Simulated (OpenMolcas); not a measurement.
# H₂⁺ in OpenMolcas, from active space to Ω levels

Which states of H₂⁺ lie lowest, and how does spin–orbit coupling split them?

Program: OpenMolcas 26.06. Level of theory: SA-CASSCF(1,2), XMS-CASPT2, RASSI; ANO-RCC-VTZP. These are calculated values, not measurements.

**1. The job**

C2 symmetry about the axis (a holds Σ, Δ, Γ; b holds Π, Φ, H; Σ⁺ and Σ⁻ are not told apart); roots by multiplicity and irrep: 2a 1.

Active shells: H 1s, H 1s.

m.inp reads:

```
&GATEWAY
Coord
2
angstrom
H 0.0 0.0 0.0
H 0.0 0.0 0.8640
Basis=ANO-RCC-VTZP
Group=XY
RX2C
AMFI
ANGMom
0.0 0.0 0.0
RICD
&SEWARD
&GUESSORB
&RASSCF
FileOrb=$CurrDir/o21.orb
Symmetry=1
Spin=2
nActEl=1 0 0
Inactive=0 0
RAS2=2 0
CIRoot=1 1 1
Linear
Iterations=120 100
OrbListing=Nothing
PRWF=0.15
>>COPY $Project.RasOrb $CurrDir/o21.orb
>>COPY $Project.rasscf.h5 $CurrDir/r21.h5
&CASPT2
XMultistate=all
Imaginary=0.2
IPEA=0.25
MaxIter=40
>>COPY $Project.JobMix JOB001
&RASSI
Nr of JobIphs=1 1
1
SpinOrbit
EJob
Omega
MEES
MESO
Properties=4
'AngMom' 3 'Mltpl  1' 1 'Mltpl  1' 2 'Mltpl  1' 3
Thrs=1.0d-4
>>COPY $Project.rassi.h5 $CurrDir/so.h5
```

Each module block was a call of its own in one work directory; start orbitals came from a preliminary run.

Started as:

```bash
$ pymolcas m.inp
```

**2. CASSCF and CASPT2, block by block**

Further steps of the session: Spin–orbit coupling by RASSI.

**Question.** What will these runs give? Wanted: lowest spin-free state; lowest level; lowering by spin–orbit coupling.

The runs gave:

| quantity | value |
| --- | --- |
| lowest spin-free state | (1)2Σ |
| lowest level | Ω = 1/2, 100 % (1)2Σ |
| lowering by spin–orbit coupling | 0 cm⁻¹ |

At 0.864 Å the lowest computed level has Ω = 1/2 and is 100 % (1)2Σ. g and u states are not told apart. Only the spin multiplicities and numbers of roots in the input were computed, so the list of states is not complete and the lowest one found need not be the ground state; labels number the states computed.
